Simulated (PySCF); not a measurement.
**Ca2⁺: the SCF solver's settings**

Aim: find out which solver settings change the answer for Ca2⁺.

Computed with PySCF 2.14.0. Level: method and basis as typed in the scripts.

8 further runs of the same task are left out: 8 that didn't finish.

## 1. The starting structure

Ca2⁺: 2 atoms, charge 1, spin multiplicity 2.

Bond lengths: Ca1–Ca2 3.444 Å.

## 2. The base run

Input file input.py:

```python
from pyscf import gto, scf, mcscf

mol = gto.M(
    atom='Ca 0 0 0; Ca 0 0 3.444',
    basis='sbkjc',
    ecp={'Ca': 'sbkjc'},
    charge=1,
    spin=1,
    verbose=4,
)
mf = scf.ROHF(mol)
mf = mf.density_fit(auxbasis='def2-universal-jkfit')
mf.kernel()
mc = mcscf.CASCI(mf, 2, 1)
mc.kernel()
mc.analyze()
mf.dip_moment()
print('orbital energies (hartree):', mf.mo_energy[..., max(0, mol.nelec[1]-3):mol.nelec[0]+3].round(4))
```

Launch:

```console
OMP_NUM_THREADS=1 python input.py
```

The log of this run is left out.

Base result: E(SCF) = -1.033899 Eh, 6 cycles, E(CAS) − E(SCF) = 0.00000 Eh.

The bond length is a typed value, not an optimised one. The dipole of an ion depends on the origin.

## 3. Convergence threshold 0.001 hartree

Run 1 changes convergence threshold: default → 0.001 hartree.

Input file input.py:

```python
from pyscf import gto, scf, mcscf

mol = gto.M(
    atom='Ca 0 0 0; Ca 0 0 3.444',
    basis='sbkjc',
    ecp={'Ca': 'sbkjc'},
    charge=1,
    spin=1,
    verbose=4,
)
mf = scf.ROHF(mol)
mf = mf.density_fit(auxbasis='def2-universal-jkfit')
mf.conv_tol = 0.001
mf.kernel()
mc = mcscf.CASCI(mf, 2, 1)
mc.kernel()
mc.analyze()
mf.dip_moment()
print('orbital energies (hartree):', mf.mo_energy[..., max(0, mol.nelec[1]-3):mol.nelec[0]+3].round(4))
```

Launch:

```console
OMP_NUM_THREADS=1 python input.py
```

## 4. Second-order solver on

Run 2 changes second-order solver: off → on.

Edit input.py of step 2 so:

```diff
@@ -12,2 +12,3 @@
 mf = mf.density_fit(auxbasis='def2-universal-jkfit')
+mf = mf.newton()
 mf.kernel()
```

Q: Predict the outcome of this session. Wanted: for each run, E(SCF); from base; after the SCF.

**Answer**, as computed:

| run | E(SCF) (hartree) | from base (eV) | cycles | after the SCF |
| --- | --- | --- | --- | --- |
| base | -1.033899 | 0 | 6 | CASCI correlation 0.000 eV (this space leaves nothing to correlate) |
| convergence threshold 0.001 hartree | -1.033894 | not comparable | 3 | CASCI correlation 0.000 eV (this space leaves nothing to correlate) |
| second-order solver on | -1.033899 | 0.0000 | 4 macro | n/a |

Distance from each run's final energy (log10 hartree) by cycle:

```csv
run,cycle 1,cycle 2,cycle 3,cycle 5,cycle 8,cycle 12
base,-2.0,-3.1,-4.5,-9.4,done,done
convergence threshold 0.001 hartree,-2.0,-3.1,-4.6,done,done,done
second-order solver on,-3.6,-7.3,< -11,done,done,done
```

What this shows: With second-order solver on the SCF ends at the base energy. Rows marked «poor choice» come from settings spoiled on purpose.
